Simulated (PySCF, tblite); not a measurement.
**C6H7ClF radical: geometry, infrared bands and EPR parameters**

Aim: predict the infrared bands and EPR parameters of C6H7ClF radical (`C=C[CH]/C(=C/F)CCl`).

The runs use tblite 0.8.0 and PySCF 2.14.0, with density-fitted response routines of our own; the level of theory stands in each step. All values are computed, except where a source is named. Atoms count from 0, in the outputs and in this text.

### Step 1. Starting geometry

15 atoms, charge 0, multiplicity 2; geometry from: force field or distance geometry start.

Bonds of the start (Å): C0–C1 1.33, C1–C2 1.45, C2–C3 1.46, C3–C4 1.33, C4–F5 1.35, C3–C6 1.51, C6–Cl7 1.79, C0–H8 1.09, C0–H9 1.09, C1–H10 1.09, C2–H11 1.09, C4–H12 1.09, C6–H13 1.09, C6–H14 1.09.

### Step 2. Optimising the geometry with GFN2-xTB

The job: settings as JSON, then the geometry in Å.

```
{"job": {"kind": "relax", "xc": "GFN2-xTB", "basis": "xTB"}, "charge": 0, "multiplicity": 2}
C     -2.507800    -0.629200     1.181900
C     -1.399000    -0.661700     0.445500
C     -0.396900     0.385400     0.478700
C      0.839500     0.500000    -0.282600
C      1.611000     1.575100    -0.114400
F      2.755600     1.738900    -0.807900
C      1.231300    -0.587200    -1.247500
Cl     1.849700    -2.019900    -0.380000
H     -2.752800     0.203400     1.836600
H     -3.231900    -1.446900     1.145300
H     -1.214500    -1.535500    -0.175200
H     -0.629700     1.215300     1.150300
H      1.429600     2.422300     0.539800
H      0.389300    -0.895700    -1.871700
H      2.022200    -0.256200    -1.920700
```

Launch:

```
$ OMP_NUM_THREADS=1 python probes_run.py task.json out
```

This one command runs all jobs of the session in turn.

What it wrote:

```text
step      E/eV     max force
  0    -696.51074    2.547
  1    -696.58720    1.369
  2    -696.61723    0.373
  3    -696.62779    0.233
  4    -696.63626    0.209
  5    -696.64277    0.223
  6    -696.64750    0.180
  7    -696.65102    0.119
  8    -696.65329    0.096
  9    -696.65482    0.099
 10    -696.65605    0.111
 11    -696.65706    0.085
 12    -696.65775    0.062
 13    -696.65820    0.054
 14    -696.65854    0.044
 15    -696.65888    0.048
 16    -696.65928    0.055
 17    -696.65976    0.061
 18    -696.66026    0.063
 19    -696.66067    0.043
 20    -696.66099    0.043
 21    -696.66127    0.046
 22    -696.66157    0.047
 23    -696.66184    0.037
 24    -696.66203    0.031
 25    -696.66217    0.029
 26    -696.66231    0.030
 27    -696.66243    0.030
 28    -696.66255    0.028
 29    -696.66268    0.034
 30    -696.66287    0.047
 31    -696.66315    0.051
 32    -696.66345    0.049
 33    -696.66366    0.037
 34    -696.66378    0.031
 35    -696.66388    0.034
 36    -696.66397    0.027
 37    -696.66402    0.014
 38    -696.66405    0.011
 39    -696.66406    0.011
 40    -696.66408    0.013
 41    -696.66411    0.016
 42    -696.66415    0.022
 43    -696.66419    0.026
 44    -696.66424    0.025
 45    -696.66432    0.024
 46    -696.66440    0.024
 47    -696.66447    0.021
 48    -696.66453    0.020
 49    -696.66457    0.019
 50    -696.66460    0.015
 51    -696.66462    0.008
```

It took 0.36 s on 1 thread of AMD EPYC 7B13, shared host.

Relaxation path: (not every step is listed)

```tsv
step	energy from step 0 (eV)	largest force (eV/Å)
0	0.0000	2.5473
1	-0.0765	1.3695
2	-0.1065	0.3733
3	-0.1170	0.2325
4	-0.1255	0.2088
5	-0.1320	0.2226
6	-0.1368	0.1795
7	-0.1403	0.1192
8	-0.1425	0.0962
11	-0.1463	0.0849
14	-0.1478	0.0442
17	-0.1490	0.0614
20	-0.1502	0.0427
23	-0.1511	0.0368
26	-0.1516	0.0296
29	-0.1519	0.0340
32	-0.1527	0.0489
35	-0.1531	0.0340
38	-0.1533	0.0107
41	-0.1534	0.0157
44	-0.1535	0.0249
46	-0.1537	0.0241
47	-0.1537	0.0209
48	-0.1538	0.0197
49	-0.1538	0.0194
50	-0.1539	0.0153
51	-0.1539	0.0084
```

Close pairs (by a distance rule), those that changed most:

```tsv
bond	before (Å)	after (Å)	change (Å)
C1–C2	1.450	1.403	-0.047
C2–C3	1.457	1.409	-0.047
C3–C4	1.334	1.360	+0.026
C0–C1	1.331	1.353	+0.022
C0–H9	1.093	1.075	-0.018
C6–Cl7	1.785	1.797	+0.012
C2–H11	1.093	1.081	-0.011
C0–H8	1.087	1.077	-0.010
```

The next job starts from the end point, and lists it.

### Step 3. Infrared spectrum with GFN2-xTB

The job: settings as JSON, then the geometry in Å.

```
{"job": {"kind": "ir", "xc": "GFN2-xTB", "basis": "xTB"}, "charge": 0, "multiplicity": 2}
C     -2.459462    -0.656457     1.169790
C     -1.326177    -0.633186     0.431035
C     -0.407655     0.426156     0.465701
C      0.785035     0.506536    -0.280879
C      1.604393     1.579945    -0.122725
F      2.746949     1.716108    -0.810404
C      1.177265    -0.580677    -1.236313
Cl     1.667939    -2.053423    -0.330486
H     -2.714830     0.153647     1.831413
H     -3.144224    -1.483569     1.124222
H     -1.111612    -1.477739    -0.207833
H     -0.625100     1.253979     1.126608
H      1.418821     2.411318     0.538183
H      0.348766    -0.868270    -1.882202
H      2.035479    -0.286379    -1.838022
```

What it wrote:

```text
mode    cm-1     km/mol
  1      57.9      1.11
  2     100.5      0.36
  3     136.0      0.36
  4     151.4      0.31
  5     212.0      2.74
  6     266.9      4.93
  7     277.0      5.44
  8     379.6      2.77
  9     424.7     10.06
 10     528.8      5.73
 11     579.0      2.73
 12     605.7      4.15
 13     686.1     11.92
 14     735.4      2.58
 15     788.4      7.53
 16     833.1     13.76
 17     879.4      0.81
 18     918.5      0.58
 19     977.6     12.67
 20     984.9     21.42
 21    1092.2     93.66
 22    1135.8     99.90
 23    1193.2      8.90
 24    1229.3     10.64
 25    1238.8      2.56
 26    1273.9      7.74
 27    1308.0     14.09
 28    1375.2      2.33
 29    1435.1      4.07
 30    1438.0      1.62
 31    1497.4     57.26
 32    1574.3     48.15
 33    2987.4      2.44
 34    3004.9      0.31
 35    3066.8     11.60
 36    3086.3     29.73
 37    3100.9     25.81
 38    3111.2     24.83
 39    3150.4     28.30
```

Wall time 0.54 s (1 thread of AMD EPYC 7B13, shared host).

Which atoms move in the most intense modes:

```tsv
cm⁻¹	km/mol	atoms
1092	93.7	C4 24 %, H14 18 %, F5 17 %, H13 16 %
1136	99.9	H13 43 %, C4 17 %, F5 14 %, H14 14 %
1497	57.3	C0 22 %, C4 22 %, C3 19 %, C1 14 %
1574	48.1	C3 26 %, C4 25 %, C1 23 %, C0 17 %
3086	29.7	H10 79 %
3101	25.8	H12 91 %
3111	24.8	H8 70 %, H9 23 %
3150	28.3	H9 70 %, H8 19 %
```

### Step 4. EPR parameters: B3LYP/pcH-1

Settings changed since step 3:

```diff
@@ -1,2 +1,2 @@
-{"job": {"kind": "ir", "xc": "GFN2-xTB", "basis": "xTB"}, "charge": 0, "multiplicity": 2}
+{"job": {"kind": "epr", "basis": "pcH-1"}, "charge": 0, "multiplicity": 2}
 C     -2.459462    -0.656457     1.169790
```

With the program's defaults for keys left out, this is: UKS B3LYP, pcH-1 on C Cl F H, non-relativistic, mean-field spin-orbit, GIAO.

What it wrote:

```text
UKS, coarse grid
  cycle   1  E = -792.77034716  |g| = 4.17e-01
  cycle   2  E = -792.66212873  |g| = 6.32e-01
  cycle   3  E = -792.84099246  |g| = 1.02e-01
  cycle   4  E = -792.84632421  |g| = 5.17e-02
  cycle   5  E = -792.84780318  |g| = 1.60e-02
  cycle   6  E = -792.84798540  |g| = 8.00e-03
  cycle   7  E = -792.84806982  |g| = 3.05e-03
  cycle   8  E = -792.84808320  |g| = 1.88e-03
  cycle   9  E = -792.84808507  |g| = 6.67e-04
UKS, final grid
  cycle   1  E = -792.84801709  |g| = 1.12e-03
  cycle   2  E = -792.84801545  |g| = 2.14e-03
  cycle   3  E = -792.84801776  |g| = 1.08e-04
  cycle   4  E = -792.84801777  |g| = 4.70e-05
  cycle   5  E = -792.84801778  |g| = 3.17e-05
  cycle   6  E = -792.84801778  |g| = 8.07e-06
E = -792.84801778 Eh   <S^2> = 0.7919 (exact 0.7500)
g shifts (ppm)      1          2          3
  rmc          -168       -168       -168
  gc              0         33         43
  oz_so         114       1324       1693
  total         -54       1190       1568
hyperfine (MHz)  atom isotope    a_iso     a_fc   dipolar eigenvalues
    0   13C      41.33      41.38    -39.07    -37.38     76.44
    1   13C     -40.27     -40.30    -25.87     10.74     15.13
    2   13C      49.90      49.97    -43.88    -43.61     87.49
    3   13C     -40.66     -40.67    -25.37     11.08     14.28
    4   13C      44.89      44.85    -38.17    -37.84     76.00
    5   19F      70.26      70.02   -131.84   -110.58    242.42
    6   13C       3.97       3.96     -0.29     -0.22      0.51
    7  35Cl      -4.36      -4.30     -4.94      2.01      2.93
    8    1H     -30.23     -30.23    -15.73     -1.43     17.16
    9    1H     -32.00     -32.01    -19.05     -0.29     19.34
   10    1H      10.75      10.76     -3.99     -1.75      5.74
   11    1H     -33.24     -33.25    -15.79     -2.73     18.51
   12    1H     -30.84     -30.86    -14.70     -2.10     16.80
   13    1H      -7.71      -7.71     -1.66     -0.52      2.19
   14    1H      -1.63      -1.64     -1.70     -0.80      2.50
```

It took 65 s on 1 thread of AMD EPYC 7B13, shared host; peak memory 0.96 GiB.

Principal g values 2.00227, 2.00351, 2.00389; g(iso) = 2.00322, against 2.00232 for a free electron.

Mean a(iso) over the nuclei that a row names, and the largest dipolar term of the row (other rows stand at the frozen geometry):

```tsv
nuclei	isotope	a(iso) (MHz)	a(iso) (G, at g = 2.0023)	largest dipolar term (MHz)
F5	19F	70.3	25.1	242.4
C2	13C	49.9	17.8	87.5
C4	13C	44.9	16.0	76.0
C0	13C	41.3	14.7	76.4
C3	13C	-40.7	-14.5	-25.4
C1	13C	-40.3	-14.4	-25.9
H11	1H	-33.2	-11.9	18.5
H9	1H	-32.0	-11.4	19.3
H12	1H	-30.8	-11.0	16.8
H8	1H	-30.2	-10.8	17.2
H10	1H	10.8	3.8	5.7
H13, H14	1H	-4.7	-1.7	2.5
Cl7	35Cl	-4.4	-1.6	-4.9
C6	13C	4.0	1.4	0.5
```

Mulliken spin populations:

C0 0.51; C1 -0.23; C2 0.55; C3 -0.21; C4 0.42; F5 0.03; C6 0.01; Cl7 -0.01; H8 -0.02; H9 -0.02; H10 0.01; H11 -0.02; H12 -0.02; H13 0.00; H14 0.00

In first order the couplings over 0.8 MHz of 19F, 1H, 35Cl give 768 distinct lines over 82.0 G, if the averaged nuclei exchange fast; the same motion can average rows kept apart here too.

The fields below are evaluated on a grid from the run's orbitals.

ELF in a plane through or near 13 of the atoms.

Ten even steps from ' ' (0.00) to '@' (1.00):
```
                                                        
                                                        
                                                        
                --%%@@**                                
                ++@@@@@@..  --##**                      
          ....  --@@@@@@  ..@@@@@@..  ==@@%%==          
        ..++**----%%@@**  --@@@@@@..  @@@@@@@@::        
        --########::++++..==%%@@##  ::@@@@@@%%::        
        ::##**==##--****++##----++..--%%@@@@++          
        ..++%%##::..**++--%%==**%%==%%--==****==        
          ::--..  ..++##++++--##====%%==++@@@@@@--      
              ==%%%%++++**..  ==%%##==--##@@@@@@++      
            **@@@@@@::::++..  %%@@@@++  ==@@@@@@::      
            ++%%@@##++++==..  ==@@@@**    ::==::        
              ::::....::..      ++%%--                  
                                                        
                      ....                              
                                                        
                                                        
                                                        
```
The map spans 12.4 Å across and 9.7 Å up, centred on the molecule. Atoms in the plane (x, y in Å): C0 (2.8, 0.2), C1 (1.5, -0.3), C2 (0.4, 0.6), C3 (-0.9, 0.3), C4 (-1.9, 1.2), F5 (-3.2, 0.9), C6 (-1.4, -1.2), H8 (3.1, 1.2), H9 (3.6, -0.5), H10 (1.3, -1.3), H11 (0.6, 1.7), H12 (-1.7, 2.3), H14 (-2.4, -1.3).

log10 of the density (e/Å³) in the same plane.

Ten even steps from ' ' (-4.0) to '@' (1.7):
```
                                                        
                                                        
                ..::::....                              
            ..::--====--::::::::::....                  
          ..::--==++++==----------::::::::::..          
        ::======++**##++====++++++------==----::        
      ..==++******####**++++**##**====++++++==--..      
      ::++**%%%%##%%@@******####**++++**##**++--::      
      ::++##@@%%############%%%%**++**####**++==::..    
      ::==++**********@@%%############%%@@##**==--..    
        --==++++++++**####******##@@########**++--::    
        ..--==++****####**++++**####**********++--..    
        ..::==++**####%%**++==++####++++++++++==::..    
          ::--==++********++==++++++==--------::..      
          ..::--==++++++++==========--::::::....        
            ..::----========----::::....                
              ..::----------::::....                    
                ....::::::::..                          
                    ........                            
                                                        
```
The map spans 12.4 Å across and 9.7 Å up, centred on the molecule. Atoms in the plane (x, y in Å): C0 (2.8, 0.2), C1 (1.5, -0.3), C2 (0.4, 0.6), C3 (-0.9, 0.3), C4 (-1.9, 1.2), F5 (-3.2, 0.9), C6 (-1.4, -1.2), H8 (3.1, 1.2), H9 (3.6, -0.5), H10 (1.3, -1.3), H11 (0.6, 1.7), H12 (-1.7, 2.3), H14 (-2.4, -1.3).

On the surface of density 0.002 e/bohr³ the electrostatic potential runs, from the 1st to the 99th percentile, from -0.79 V near Cl7 to 1.39 V near H12.

The spin density lies nearest to C0, C2 about 23 % each; C4 20 %; C1, C3 about 7 % each (beta excess).

### Step 5. Outcome

| quantity | value |
| --- | --- |
| strongest single infrared mode (GFN2-xTB) | 1136 cm⁻¹, 100 km/mol |
| zero-point energy (GFN2-xTB) | 68.4 kcal/mol |
| g(iso) (B3LYP) | 2.00322 |
| ⟨S²⟩ | 0.792 (exact 0.75) |
| largest a(iso) (averaged by class) | 19F on F5, 70.3 MHz |
| potential on the surface of density 0.002 e/bohr³, 1st and 99th percentile | -0.79 V and 1.39 V |

In words: The optimisation took 51 steps and gained 0.154 eV; among the close pairs (by a distance rule), C1–C2 changed most, from 1.450 to 1.403 Å. No mode is imaginary among the 39: a minimum at this level. The strongest single mode, at 1136 cm⁻¹, has its largest shares on H13, C4, F5 and H14 (the list is cut at 4 atoms). Unscaled tight-binding wavenumbers are off by several per cent, some by more. Its intensities can rank the bands wrongly. The largest spin populations lie on C2 (0.55 e), C0 (0.51 e), C4 (0.42 e). The isotropic g lies 0.9 ppt above the free-electron value.
